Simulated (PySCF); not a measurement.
The system is S2SiH4, in a box.

```xyz
7
Lattice="13.0000 0.0000 0.0000 0.0000 12.0000 0.0000 0.0000 0.0000 12.0000" Properties=species:S:1:pos:R:3 pbc="T T T"
S     5.0745    5.1115    5.5455
Si    6.5157    6.4745    6.3394
S     8.0762    5.3629    7.2618
H     4.6168    5.9860    4.6322
H     6.9967    7.3390    5.2334
H     5.9799    7.3162    7.4358
H     8.4092    4.7030    6.1388
```

Program: PySCF 2.14.0. Alike in all runs: task atomic charges; potentials or basis def2-svp (all-electron); no spin polarisation; cell as given; k mesh 1 × 1 × 1; smearing fixed.

Q: Order these runs on this cell by their band gap on the k mesh, lowest first.
A. level B97-D+D3(BJ); three-body dispersion term no
B. level SCAN0; exxdiv ewald
C. level B3LYP; exxdiv ewald
D. level M06+D4; three-body dispersion term yes; exxdiv ewald

A: A (5.73 eV), C (7.34 eV), D (7.69 eV), B (8.21 eV).

Caveats: this is a molecule in a periodic box at the Γ point, so its band gap is the HOMO-LUMO gap; the basis of atomic orbitals isn't converged, which shifts pressures, moduli and gaps.

